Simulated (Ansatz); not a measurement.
ZnMo3:

```
Mo Zn
1.0
     3.94315    0.00000    0.00000
     0.00000    3.94315    0.00000
     0.00000    0.00000    3.94315
Mo Zn
3 1
Direct
  0.50000 0.50000 0.00000
  0.50000 0.00000 0.50000
  0.00000 0.50000 0.50000
  0.00000 0.00000 0.00000
```

The cell comes from a database or a generator and needn't be the stable form of this composition.

Program: Ansatz 0.2.0. Alike in all runs: task projected density of states; potentials or basis Ansatz PAW; no spin polarisation; cell as given; k mesh 4 × 4 × 4; smearing fermi-dirac 0.05 eV; the mesh is coarse, so values aren't converged.

Order these runs on this cell by their pressure, lowest first.
A. level PBE; cutoff (eV) 420
B. level r2SCAN; cutoff (eV) 500
C. level RPBE; cutoff (eV) 420
D. level PBE0; cutoff (eV) 420
E. level LDA; cutoff (eV) 420

E (-13.5 GPa), D (-6.6 GPa), B (-4.6 GPa), A (-1.4 GPa), C (2.2 GPa).

Caveats: all runs use coarse meshes; the density of states is complete only up to the lowest level of the last band computed; the PAW data sets come from PBE, with cores solved anew for the run's functional, which leaves a small shift of forces and pressure (some runs); the thresholds are loose for stress (some runs).
